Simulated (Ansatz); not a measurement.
## H4NPSi, SMILES N1[SiH2]P1: the interaction energy of a dimer with the counterpoise correction, step by step

With the Python package of Ansatz (0.2.0).

Notebook, run cell by cell (the value of a cell's last expression is shown):

In [1]:
```python
import ansatz as az

FIRST = [
    ("N", (-0.6662, -0.6806, 0.1658)),
    ("Si", (-0.5848, 0.9767, 0.0617)),
    ("P", (0.6745, -1.2117, 0.6628)),
    ("H", (-0.9837, -1.0567, -0.7035)),
    ("H", (0.3389, 1.3887, -1.0397)),
    ("H", (-0.2907, 1.6666, 1.3483)),
    ("H", (1.5123, -1.0831, -0.4954)),
]
SECOND = [
    ("N", (-1.0105, 3.482, 4.6625)),
    ("Si", (0.3916, 2.5893, 4.63)),
    ("P", (-2.1829, 2.5756, 4.3014)),
    ("H", (-0.9036, 4.2963, 4.0938)),
    ("H", (0.7282, 2.1914, 3.2284)),
    ("H", (0.419, 1.4403, 5.5771)),
    ("H", (-2.0311, 2.4155, 2.8832)),
]
```

In [2]:
```python
def energy(atoms, ghosts=()):
    molecule = az.Crystal.molecule()
    for symbol, xyz in atoms:
        molecule = molecule.atom(symbol, xyz)
    calc = (
        molecule.calculation()
        .basis(gaussian="cc-pVDZ")
        .correlation("mp2", electrons="valence")
    )
    deck = calc.input()
    if ghosts:
        deck = deck.set(az.key.basis.gaussian.ghost_atoms, [{"symbol": s, "position_ang": list(xyz)} for s, xyz in ghosts])
    return az.Session.from_dict(deck).plan().execute().report["free_energy_ev"]
```

In [3]:
```python
both = energy(FIRST + SECOND)
alone = energy(FIRST) + energy(SECOND)
ghosted = energy(FIRST, SECOND) + energy(SECOND, FIRST)
print(f"dimer {both:.6f} eV")
print(f"interaction, uncorrected   {96.485332 * (both - alone):8.3f} kJ/mol")
print(f"interaction, counterpoise  {96.485332 * (both - ghosted):8.3f} kJ/mol")
print(f"basis-set superposition    {96.485332 * (alone - ghosted):8.3f} kJ/mol")
```
```text
dimer -37372.863293 eV
interaction, uncorrected     -0.263 kJ/mol
interaction, counterpoise     3.729 kJ/mol
basis-set superposition       3.992 kJ/mol
```

Uncorrected it is -0.263 kJ/mol, with the counterpoise correction 3.729 kJ/mol; the difference, 3.992 kJ/mol, is the superposition error. The sign changes with the correction, so this basis doesn't settle it.

These settings explore the input space; basis and method may be short of convergence. The dimer is a generated trial pose of unrelaxed monomers, not a minimum, so the figure is no binding energy, and the basis set is small. Run time: 28 s on 1 thread of Intel(R) Xeon(R) CPU @ 2.60GHz (Ice Lake), with other jobs on the host, peak memory 0.46 GiB.
